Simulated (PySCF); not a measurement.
# C₆H₁₁B: excited states

Wanted: excited states for C₆H₁₁B (`B[C@H](C)/C=C\C=C`).

Programs: PySCF 2.14.0, with routines of our own; each step states its level. All values are computed. Atoms count from 0.

## 1. The system as given

18 atoms, charge 0, multiplicity 1; geometry from: GFN2-xTB.

## 2. Excited states: TDA wB97X-D/def2-SVPD

What the job is given:

```
{"job": {"kind": "states", "xc": "wB97X-D", "basis": "def2-SVPD", "tda": true, "soc": true, "nstates": 6, "ntriplets": 4, "nquad": 4}, "charge": 0, "multiplicity": 1}
B     -0.713148     1.229147     0.627967
C     -1.199514     0.300209    -0.545911
C     -2.643042    -0.179546    -0.589830
C     -0.272325    -0.695678     0.081945
C      1.060235    -0.792010    -0.100627
C      1.857577     0.004077    -0.997266
C      3.177526    -0.131437    -1.111024
H     -1.229751     1.169962     1.676748
H      0.166075     1.979422     0.452571
H     -0.872646     0.579395    -1.546481
H     -2.986924    -0.462814     0.402135
H     -3.286872     0.616854    -0.957189
H     -2.750162    -1.038053    -1.252600
H     -0.740795    -1.380794     0.777230
H      1.604698    -1.553204     0.447355
H      1.340640     0.740182    -1.595508
H      3.723516    -0.848126    -0.519002
H      3.756155     0.468732    -1.791688
```

With the program's defaults for keys left out, this is: TDA wB97X-D/def2-SVPD excited states, vertical, gas phase, spin-orbit mean-field couplings.

On the command line:

```console
$ OMP_NUM_THREADS=1 python excited_run.py task.json out
```

One launch serves the whole session: the jobs run in the order shown.

The log of the run:

```text
coarse grid: 14424 points
cycle   1  E = -259.7085913101  dE =  9.501e-01  |g| = 2.635e-01  |ddm| = 8.212e+00
cycle   2  E = -259.7278626461  dE = -1.927e-02  |g| = 1.415e-01  |ddm| = 1.175e+00
cycle   3  E = -259.7328709916  dE = -5.008e-03  |g| = 4.250e-02  |ddm| = 5.110e-01
cycle   4  E = -259.7333892577  dE = -5.183e-04  |g| = 1.349e-02  |ddm| = 1.656e-01
cycle   5  E = -259.7334412527  dE = -5.199e-05  |g| = 3.754e-03  |ddm| = 4.308e-02
cycle   6  E = -259.7334467541  dE = -5.501e-06  |g| = 1.381e-03  |ddm| = 1.683e-02
final grid: 137552 points
cycle   7  E = -259.7780907680  dE = -1.289e-04  |g| = 3.621e-03  |ddm| = 2.368e-01
cycle   8  E = -259.7780945721  dE = -3.804e-06  |g| = 2.287e-03  |ddm| = 3.197e-02
cycle   9  E = -259.7780958821  dE = -1.310e-06  |g| = 5.419e-04  |ddm| = 7.748e-03
cycle  10  E = -259.7780960162  dE = -1.340e-07  |g| = 1.379e-04  |ddm| = 3.442e-03
cycle  11  E = -259.7780960266  dE = -1.043e-08  |g| = 6.131e-05  |ddm| = 5.334e-04
cycle  12  E = -259.7780960290  dE = -2.433e-09  |g| = 1.696e-05  |ddm| = 3.122e-04
cycle  13  E = -259.7780960293  dE = -2.750e-10  |g| = 9.987e-06  |ddm| = 9.980e-05
converged SCF energy = -259.7780960293

Singlet excitations
state   eV       nm        f     d(h-e)  d(exc)  Lambda  PR(NTO)  |dmu|/D   mu/D   main configurations
  1   5.0266   246.7   0.57936   0.411   3.122   0.769   1.076    1.275    2.241   H->L 0.82, H-1->L 0.10
  2   6.0143   206.1   0.21582   0.419   3.213   0.621   1.113    1.294    2.367   H-1->L 0.79, H->L 0.08
  3   6.1653   201.1   0.00436   1.149   2.972   0.508   1.019    3.378    2.227   H-2->L 0.86
  4   6.6208   187.3   0.23666   0.591   3.332   0.588   1.188    1.516    1.570   H->L+1 0.73, H->L+2 0.09
  5   6.9384   178.7   0.03973   0.309   2.954   0.628   1.194                     H-3->L 0.42, H-4->L 0.38
  6   7.0556   175.7   0.00068   0.858   3.811   0.390   1.160                     H->L+2 0.65, H->L+4 0.10

Triplet excitations (Tamm-Dancoff)
state   eV     d(h-e)  d(exc)  Lambda  PR(NTO)   main configurations
  1   2.8835   0.128   2.814   0.793   1.082   H->L 0.92
  2   4.6453   0.256   2.459   0.592   1.967   H-1->L 0.38, H->L+1 0.25, H-3->L 0.10
  3   5.4849   0.713   2.730   0.570   1.321   H-1->L 0.33, H-2->L 0.27, H-3->L 0.15
  4   5.7941   0.871   2.829   0.542   1.180   H-2->L 0.49, H-3->L 0.15, H-1->L 0.09
S1 - T1 = 2.1431 eV

Spin-orbit couplings |<S|Hso|T>| (cm-1)
             T1       T2       T3       T4
S0        1.930    4.787    6.697    4.251
S1        0.759    0.720    3.316    3.109
S2        3.208    2.303    1.511    2.418
S3        1.748    2.670    3.455    1.357
S4        0.842    0.244    0.495    0.847
S5        0.425    1.610    2.345    1.974
S6        0.367    2.066    0.832    0.963
T1 sublevels (cm-1): 0.000 0.000 0.000   radiative rates (1/s): 0.00327 0.032 0.498
```

Wall time 49 s (1 thread of Arm Neoverse V1, shared host); peak memory 0.89 GiB.

In short:

```
  quantity    value
S1 less T1  2.14 eV
```

## 3. Excited states: TDA wB97X-D/jun-cc-pV(D+d)Z

The job, as its differences from that of step 2:

```diff
@@ -1,2 +1,2 @@
-{"job": {"kind": "states", "xc": "wB97X-D", "basis": "def2-SVPD", "tda": true, "soc": true, "nstates": 6, "ntriplets": 4, "nquad": 4}, "charge": 0, "multiplicity": 1}
+{"job": {"kind": "states", "xc": "wB97X-D", "basis": "jun-cc-pV(D+d)Z", "tda": true, "soc": true, "nstates": 1, "ntriplets": 4, "nquad": 4}, "charge": 0, "multiplicity": 1}
 B     -0.713148     1.229147     0.627967
```

Level: TDA wB97X-D/jun-cc-pV(D+d)Z excited states, vertical, gas phase, spin-orbit mean-field couplings.

The log of the run:

```text
coarse grid: 14424 points
cycle   1  E = -259.9281652349  dE =  1.059e+00  |g| = 2.609e-01  |ddm| = 4.741e+00
cycle   2  E = -259.9469317808  dE = -1.877e-02  |g| = 1.428e-01  |ddm| = 6.302e-01
cycle   3  E = -259.9520936312  dE = -5.162e-03  |g| = 4.224e-02  |ddm| = 2.341e-01
cycle   4  E = -259.9526063127  dE = -5.127e-04  |g| = 1.407e-02  |ddm| = 8.038e-02
cycle   5  E = -259.9526633029  dE = -5.699e-05  |g| = 3.667e-03  |ddm| = 2.264e-02
cycle   6  E = -259.9526687757  dE = -5.473e-06  |g| = 1.389e-03  |ddm| = 8.301e-03
final grid: 137552 points
cycle   7  E = -259.9664366696  dE = -1.612e-04  |g| = 4.920e-03  |ddm| = 1.197e-01
cycle   8  E = -259.9664425430  dE = -5.873e-06  |g| = 3.441e-03  |ddm| = 1.663e-02
cycle   9  E = -259.9664455602  dE = -3.017e-06  |g| = 4.899e-04  |ddm| = 4.292e-03
cycle  10  E = -259.9664456666  dE = -1.063e-07  |g| = 2.509e-04  |ddm| = 2.339e-03
cycle  11  E = -259.9664456864  dE = -1.977e-08  |g| = 6.673e-05  |ddm| = 4.854e-04
cycle  12  E = -259.9664456887  dE = -2.329e-09  |g| = 2.787e-05  |ddm| = 2.615e-04
cycle  13  E = -259.9664456892  dE = -5.198e-10  |g| = 9.875e-06  |ddm| = 9.744e-05
converged SCF energy = -259.9664456892

Singlet excitations
state   eV       nm        f     d(h-e)  d(exc)  Lambda  PR(NTO)  |dmu|/D   mu/D   main configurations
  1   4.9903   248.5   0.58592   0.431   3.195   0.755   1.078    1.428    2.362   H->L 0.83, H-1->L 0.09

Triplet excitations (Tamm-Dancoff)
state   eV     d(h-e)  d(exc)  Lambda  PR(NTO)   main configurations
  1   2.8924   0.133   2.840   0.772   1.080   H->L 0.91
  2   4.6425   0.264   2.510   0.522   1.973   H-1->L 0.38, H->L+6 0.14, H-3->L 0.09
  3   5.4707   0.700   2.755   0.553   1.357   H-1->L 0.32, H-2->L 0.26, H-3->L 0.15
  4   5.7826   0.832   2.904   0.501   1.211   H-2->L 0.49, H-3->L 0.14, H-1->L 0.10
S1 - T1 = 2.0979 eV

Spin-orbit couplings |<S|Hso|T>| (cm-1)
             T1       T2       T3       T4
S0        1.896    4.702    6.398    4.181
S1        0.681    0.771    3.134    3.015
T1 sublevels (cm-1): 0.000 0.000 0.001   radiative rates (1/s): 0.0345 0.00544 0.113
```

Wall time 32 s (1 thread of Arm Neoverse V1, shared host); peak memory 0.82 GiB.

Key values:

```
  quantity    value
S1 less T1  2.10 eV
```

## 4. Excited states: TDA wB97X-D/6-311G**

The job, as its differences from that of step 3:

```diff
@@ -1,2 +1,2 @@
-{"job": {"kind": "states", "xc": "wB97X-D", "basis": "jun-cc-pV(D+d)Z", "tda": true, "soc": true, "nstates": 1, "ntriplets": 4, "nquad": 4}, "charge": 0, "multiplicity": 1}
+{"job": {"kind": "states", "xc": "wB97X-D", "basis": "6-311G**", "tda": true, "soc": true, "nstates": 6, "ntriplets": 4, "nquad": 4, "grid": 3}, "charge": 0, "multiplicity": 1}
 B     -0.713148     1.229147     0.627967
```

With the program's defaults for keys left out, this is: TDA wB97X-D/6-311G** excited states, vertical, gas phase, spin-orbit mean-field couplings.

The log of the run:

```text
coarse grid: 14424 points
cycle   1  E = -260.0010218452  dE =  1.015e+00  |g| = 2.787e-01  |ddm| = 3.211e+00
cycle   2  E = -260.0211249861  dE = -2.010e-02  |g| = 1.558e-01  |ddm| = 4.180e-01
cycle   3  E = -260.0269580134  dE = -5.833e-03  |g| = 4.398e-02  |ddm| = 1.447e-01
cycle   4  E = -260.0274795112  dE = -5.215e-04  |g| = 1.498e-02  |ddm| = 5.226e-02
cycle   5  E = -260.0275394195  dE = -5.991e-05  |g| = 3.997e-03  |ddm| = 1.414e-02
cycle   6  E = -260.0275452831  dE = -5.864e-06  |g| = 1.511e-03  |ddm| = 5.230e-03
final grid: 206648 points
cycle   7  E = -260.0168025679  dE = -2.410e-04  |g| = 4.683e-03  |ddm| = 4.810e-02
cycle   8  E = -260.0168071921  dE = -4.624e-06  |g| = 2.938e-03  |ddm| = 8.332e-03
cycle   9  E = -260.0168092150  dE = -2.023e-06  |g| = 6.615e-04  |ddm| = 2.257e-03
cycle  10  E = -260.0168093569  dE = -1.419e-07  |g| = 2.307e-04  |ddm| = 1.011e-03
cycle  11  E = -260.0168093735  dE = -1.660e-08  |g| = 8.353e-05  |ddm| = 2.425e-04
cycle  12  E = -260.0168093764  dE = -2.930e-09  |g| = 2.701e-05  |ddm| = 1.277e-04
cycle  13  E = -260.0168093769  dE = -4.677e-10  |g| = 1.050e-05  |ddm| = 5.281e-05
converged SCF energy = -260.0168093769

Singlet excitations
state   eV       nm        f     d(h-e)  d(exc)  Lambda  PR(NTO)  |dmu|/D   mu/D   main configurations
  1   5.0755   244.3   0.58637   0.413   3.093   0.782   1.072    1.243    2.248   H->L 0.82, H-1->L 0.10
  2   6.0447   205.1   0.22502   0.423   3.200   0.640   1.099    1.307    2.468   H-1->L 0.78, H->L 0.09
  3   6.2303   199.0   0.00402   1.173   2.958   0.531   1.016    3.496    2.276   H-2->L 0.85
  4   6.8092   182.1   0.22386   0.769   3.226   0.714   1.288    1.976    2.260   H->L+1 0.77, H-3->L 0.08
  5   6.9867   177.5   0.06486   0.309   2.893   0.630   1.230                     H-4->L 0.44, H-3->L 0.34
  6   7.5028   165.3   0.01816   0.522   3.307   0.505   1.829                     H->L+2 0.60, H-4->L 0.18, H-3->L 0.11

Triplet excitations (Tamm-Dancoff)
state   eV     d(h-e)  d(exc)  Lambda  PR(NTO)   main configurations
  1   2.8934   0.131   2.805   0.806   1.081   H->L 0.93
  2   4.6675   0.260   2.434   0.662   1.951   H-1->L 0.39, H->L+1 0.33, H-3->L 0.10
  3   5.5166   0.725   2.713   0.608   1.308   H-1->L 0.34, H-2->L 0.26, H-3->L 0.17
  4   5.8600   0.884   2.819   0.579   1.167   H-2->L 0.50, H-3->L 0.16, H-2->L+1 0.11
S1 - T1 = 2.1821 eV

Spin-orbit couplings |<S|Hso|T>| (cm-1)
             T1       T2       T3       T4
S0        2.008    5.028    7.074    4.579
S1        0.808    0.759    3.440    3.375
S2        3.320    2.377    1.512    2.611
S3        1.885    2.868    3.722    1.298
S4        0.888    0.418    0.641    0.855
S5        0.412    1.595    2.451    2.207
S6        2.004    1.566    2.219    0.287
T1 sublevels (cm-1): 0.000 0.000 0.000   radiative rates (1/s): 0.00689 0.0479 0.606
```

Wall time 41 s (1 thread of Arm Neoverse V1, shared host); peak memory 0.85 GiB.

In short:

```
  quantity    value
S1 less T1  2.18 eV
```

## 5. Excited states: TDA wB97X-D/aug-pcseg-0

The job, as its differences from that of step 4:

```diff
@@ -1,4 +1,4 @@
-{"job": {"kind": "states", "xc": "wB97X-D", "basis": "6-311G**", "tda": true, "soc": true, "nstates": 6, "ntriplets": 4, "nquad": 4, "grid": 3}, "charge": 0, "multiplicity": 1}
+{"job": {"kind": "states", "xc": "wB97X-D", "basis": "aug-pcseg-0", "tda": true, "soc": true, "nstates": 2, "ntriplets": 4, "nquad": 4, "scf": {"aux": "sto-3g", "max_cycle": 64}}, "charge": 0, "multiplicity": 1}
 B     -0.713148     1.229147     0.627967
-C     -1.199514     0.300209    -0.545911
+C     -1.102241     0.485997    -0.311135
 C     -2.643042    -0.179546    -0.589830
```

With the program's defaults for keys left out, this is: TDA wB97X-D/aug-pcseg-0 excited states, vertical, gas phase, spin-orbit mean-field couplings.

The log of the run:

```text
final grid: 137552 points
cycle   1  E = -263.7245682951  dE =  9.104e-01  |g| = 4.428e-01  |ddm| = 4.103e+01
cycle   2  E = -263.8065975521  dE = -8.203e-02  |g| = 1.782e-01  |ddm| = 2.166e+01
cycle   3  E = -263.8164357216  dE = -9.838e-03  |g| = 7.627e-02  |ddm| = 2.934e+00
cycle   4  E = -263.8185346502  dE = -2.099e-03  |g| = 2.634e-02  |ddm| = 3.057e+00
cycle   5  E = -263.8187327096  dE = -1.981e-04  |g| = 4.444e-03  |ddm| = 3.419e-01
cycle   6  E = -263.8187424679  dE = -9.758e-06  |g| = 1.840e-03  |ddm| = 9.912e-02
cycle   7  E = -263.8187438931  dE = -1.425e-06  |g| = 4.540e-04  |ddm| = 3.047e-02
cycle   8  E = -263.8187440479  dE = -1.548e-07  |g| = 1.476e-04  |ddm| = 1.016e-02
cycle   9  E = -263.8187440625  dE = -1.456e-08  |g| = 6.706e-05  |ddm| = 4.787e-03
cycle  10  E = -263.8187440648  dE = -2.294e-09  |g| = 2.022e-05  |ddm| = 1.510e-03
cycle  11  E = -263.8187440650  dE = -1.912e-10  |g| = 8.485e-06  |ddm| = 5.891e-04
converged SCF energy = -263.8187440650

Singlet excitations
state   eV       nm        f     d(h-e)  d(exc)  Lambda  PR(NTO)  |dmu|/D   mu/D   main configurations
  1   5.7672   215.0   0.88132   0.822   3.096   0.811   1.065    2.814    4.428   H->L 0.92
  2   7.2731   170.5   0.00770   1.594   3.250   0.406   1.039    5.275    4.041   H-1->L 0.91

Triplet excitations (Tamm-Dancoff)
state   eV     d(h-e)  d(exc)  Lambda  PR(NTO)   main configurations
  1   3.5148   0.094   2.746   0.819   1.056   H->L 0.94
  2   5.7270   0.204   2.232   0.711   1.910   H-2->L 0.56, H->L+1 0.26
  3   7.0549   0.601   3.197   0.549   1.648   H-1->L 0.48, H->L+1 0.26, H-2->L 0.17
  4   7.1830   0.466   3.361   0.551   1.922   H-1->L 0.43, H->L+1 0.39, H-2->L 0.09
S1 - T1 = 2.2524 eV

Spin-orbit couplings |<S|Hso|T>| (cm-1)
             T1       T2       T3       T4
S0        0.186    0.965    1.901    2.927
S1        0.447    0.130    1.071    1.285
S2        1.023    1.127    0.350    0.524
T1 sublevels (cm-1): 0.000 0.000 0.000   radiative rates (1/s): 0.0135 0.000477 0.153
```

Wall time 14 s (1 thread of Arm Neoverse V1, shared host); peak memory 0.64 GiB.

It converged, yet the result is unsound: one atom of the first bond was moved so that the bond is 0.8 times as long; the fitting basis sto-3g is not made for Coulomb and exchange fitting here.

## 6. Excited states: TDA PBE/def2-SVPD

The job, as its differences from that of step 5:

```diff
@@ -1,4 +1,4 @@
-{"job": {"kind": "states", "xc": "wB97X-D", "basis": "aug-pcseg-0", "tda": true, "soc": true, "nstates": 2, "ntriplets": 4, "nquad": 4, "scf": {"aux": "sto-3g", "max_cycle": 64}}, "charge": 0, "multiplicity": 1}
+{"job": {"kind": "states", "xc": "PBE", "basis": "def2-SVPD", "tda": true, "soc": true, "nstates": 1, "ntriplets": 4, "nquad": 4}, "charge": 0, "multiplicity": 1}
 B     -0.713148     1.229147     0.627967
-C     -1.102241     0.485997    -0.311135
+C     -1.199514     0.300209    -0.545911
 C     -2.643042    -0.179546    -0.589830
```

Method: TDA PBE/def2-SVPD excited states, vertical, gas phase, spin-orbit mean-field couplings.

The log of the run:

```text
coarse grid: 14424 points
cycle   1  E = -259.3417478807  dE =  4.154e-01  |g| = 5.504e-01  |ddm| = 1.058e+01
cycle   2  E = -259.2427222199  dE =  9.903e-02  |g| = 8.108e-01  |ddm| = 3.258e+00
cycle   3  E = -259.4284401168  dE = -1.857e-01  |g| = 1.670e-01  |ddm| = 1.967e+00
cycle   4  E = -259.4342798447  dE = -5.840e-03  |g| = 8.714e-02  |ddm| = 4.827e-01
cycle   5  E = -259.4365827343  dE = -2.303e-03  |g| = 2.313e-02  |ddm| = 1.927e-01
cycle   6  E = -259.4367329522  dE = -1.502e-04  |g| = 6.805e-03  |ddm| = 6.856e-02
cycle   7  E = -259.4367419650  dE = -9.013e-06  |g| = 3.785e-03  |ddm| = 2.191e-02
cycle   8  E = -259.4367460971  dE = -4.132e-06  |g| = 5.355e-04  |ddm| = 8.087e-03
final grid: 137552 points
cycle   9  E = -259.4938906865  dE = -7.592e-05  |g| = 1.457e-02  |ddm| = 3.252e-01
cycle  10  E = -259.4938228355  dE =  6.785e-05  |g| = 2.124e-02  |ddm| = 8.546e-02
cycle  11  E = -259.4939495791  dE = -1.267e-04  |g| = 1.921e-03  |ddm| = 4.870e-02
cycle  12  E = -259.4939505024  dE = -9.232e-07  |g| = 7.960e-04  |ddm| = 5.981e-03
cycle  13  E = -259.4939506520  dE = -1.497e-07  |g| = 3.543e-04  |ddm| = 1.975e-03
cycle  14  E = -259.4939506937  dE = -4.165e-08  |g| = 5.850e-05  |ddm| = 9.025e-04
cycle  15  E = -259.4939506945  dE = -7.996e-10  |g| = 2.994e-05  |ddm| = 2.264e-04
converged SCF energy = -259.4939506945

Singlet excitations
state   eV       nm        f     d(h-e)  d(exc)  Lambda  PR(NTO)  |dmu|/D   mu/D   main configurations
  1   4.4484   278.7   0.24407   1.692   3.576   0.735   1.049    3.601    3.260   H->L 0.55, H-1->L 0.39

Triplet excitations (Tamm-Dancoff)
state   eV     d(h-e)  d(exc)  Lambda  PR(NTO)   main configurations
  1   2.7027   0.200   3.108   0.822   1.020   H->L 0.98
  2   4.2022   0.929   3.108   0.643   1.258   H-1->L 0.85, H->L+1 0.11
  3   4.5838   1.581   3.334   0.490   1.055   H-2->L 0.93
  4   4.7827   0.408   3.477   0.702   1.572   H->L+1 0.75, H-1->L 0.11
S1 - T1 = 1.7457 eV

Spin-orbit couplings |<S|Hso|T>| (cm-1)
             T1       T2       T3       T4
S0        2.450    6.521    3.249    1.195
S1        2.206    1.763    4.674    2.254
T1 sublevels (cm-1): 0.000 0.000 0.001   radiative rates (1/s): 0.0167 0.0113 0.185
```

Wall time 50 s (1 thread of Arm Neoverse V1, shared host); peak memory 0.79 GiB.

From this job:

```
  quantity    value
S1 less T1  1.75 eV
```

## 7. Excited states: TDA wB97X-D/aug-pcseg-1 in acetonitrile

The job, as its differences from that of step 6:

```diff
@@ -1,2 +1,2 @@
-{"job": {"kind": "states", "xc": "PBE", "basis": "def2-SVPD", "tda": true, "soc": true, "nstates": 1, "ntriplets": 4, "nquad": 4}, "charge": 0, "multiplicity": 1}
+{"job": {"kind": "states", "xc": "wB97X-D", "basis": "aug-pcseg-1", "tda": true, "soc": true, "nstates": 6, "ntriplets": 4, "nquad": 4, "solvent": "acetonitrile", "scf": {"conv": 1e-08}}, "charge": 0, "multiplicity": 1}
 B     -0.713148     1.229147     0.627967
```

With the program's defaults for keys left out, this is: TDA wB97X-D/aug-pcseg-1 excited states, vertical, IEF-PCM acetonitrile (non-equilibrium response), spin-orbit mean-field couplings.

The log of the run:

```text
final grid: 137552 points
cycle   1  E = -259.8910572980  dE =  1.012e+00  |g| = 2.577e-01  |ddm| = 1.169e+01
cycle   2  E = -259.9096563303  dE = -1.860e-02  |g| = 1.367e-01  |ddm| = 2.162e+00
cycle   3  E = -259.9143264228  dE = -4.670e-03  |g| = 4.192e-02  |ddm| = 6.834e-01
cycle   4  E = -259.9148496806  dE = -5.233e-04  |g| = 1.234e-02  |ddm| = 4.083e-01
cycle   5  E = -259.9148959027  dE = -4.622e-05  |g| = 3.553e-03  |ddm| = 9.785e-02
cycle   6  E = -259.9149014746  dE = -5.572e-06  |g| = 1.277e-03  |ddm| = 4.689e-02
cycle   7  E = -259.9149023502  dE = -8.756e-07  |g| = 4.066e-04  |ddm| = 2.046e-02
cycle   8  E = -259.9149024582  dE = -1.080e-07  |g| = 1.121e-04  |ddm| = 6.531e-03
cycle   9  E = -259.9149024685  dE = -1.034e-08  |g| = 4.473e-05  |ddm| = 1.828e-03
cycle  10  E = -259.9149024699  dE = -1.375e-09  |g| = 2.218e-05  |ddm| = 4.210e-04
converged SCF energy = -259.9149024699

Singlet excitations
state   eV       nm        f     d(h-e)  d(exc)  Lambda  PR(NTO)  |dmu|/D   mu/D   main configurations
  1   4.7987   258.4   0.69970   0.412   3.199   0.759   1.075    1.541    3.159   H->L 0.88
  2   5.9063   209.9   0.15845   0.570   3.215   0.580   1.118    1.934    3.028   H-1->L 0.82
  3   6.2190   199.4   0.14489   1.331   4.082   0.287   1.552    6.206    4.804   H->L+1 0.18, H->L+3 0.17, H-2->L 0.14
  4   6.2595   198.1   0.00761   1.094   3.326   0.465   1.469    3.995    2.546   H-2->L 0.69
  5   6.3791   194.4   0.06839   1.779   4.576   0.242   1.100                     H->L+1 0.40, H->L+2 0.20, H->L+10 0.19
  6   6.6100   187.6   0.03712   0.658   4.630   0.227   1.069                     H->L+2 0.31, H->L+4 0.17, H->L+10 0.08

Triplet excitations (Tamm-Dancoff)
state   eV     d(h-e)  d(exc)  Lambda  PR(NTO)   main configurations
  1   2.8917   0.146   2.849   0.755   1.080   H->L 0.91
  2   4.6385   0.282   2.523   0.491   1.989   H-1->L 0.37, H->L+10 0.17
  3   5.4821   0.700   2.753   0.540   1.387   H-1->L 0.35, H-2->L 0.22, H-3->L 0.14
  4   5.8745   0.498   3.141   0.480   1.503   H-2->L 0.41, H-1->L 0.12, H-3->L 0.09
S1 - T1 = 1.9070 eV

Spin-orbit couplings |<S|Hso|T>| (cm-1)
             T1       T2       T3       T4
S0        2.093    5.127    7.003    3.848
S1        0.481    0.848    3.328    2.980
S2        3.336    2.300    1.300    2.715
S3        0.851    1.289    1.881    0.480
S4        1.675    2.631    3.371    1.259
S5        1.140    0.503    0.423    0.620
S6        0.460    0.132    0.321    0.348
T1 sublevels (cm-1): 0.000 0.000 0.000   radiative rates (1/s): 0.0171 0.166 0.647
```

Run time: 68 s. Hardware: 1 thread of Arm Neoverse V1, shared host; peak memory 1.3 GiB.

From this job:

```
  quantity    value
S1 less T1  1.91 eV
```

## 8. What came out

| quantity | value |
| --- | --- |
| S1 less T1 (step 2, TDA wB97X-D/def2-SVPD) | 2.14 eV |
| S1 less T1 (step 3, TDA wB97X-D/jun-cc-pV(D+d)Z) | 2.10 eV |
| S1 less T1 (step 4, TDA wB97X-D/6-311G**) | 2.18 eV |
| S1 less T1 (step 6, TDA PBE/def2-SVPD) | 1.75 eV |
| S1 less T1 (step 7, TDA wB97X-D/aug-pcseg-1 in acetonitrile) | 1.91 eV |
| runs | 0 failed, 1 ended on unsound input |

**Reading.** In step 2, the number of triplets below S1 is 2, and the largest singlet-triplet spin-orbit coupling is S0–T3, 6.70 cm⁻¹. In step 3, the number of triplets below S1 is 2, and the largest singlet-triplet spin-orbit coupling is S0–T3, 6.40 cm⁻¹. In step 4, the number of triplets below S1 is 2, and the largest singlet-triplet spin-orbit coupling is S0–T3, 7.07 cm⁻¹. In step 6, the number of triplets below S1 is 2, and the largest singlet-triplet spin-orbit coupling is S0–T2, 6.52 cm⁻¹. In step 7, the number of triplets below S1 is 2, and the largest singlet-triplet spin-orbit coupling is S0–T3, 7.00 cm⁻¹.
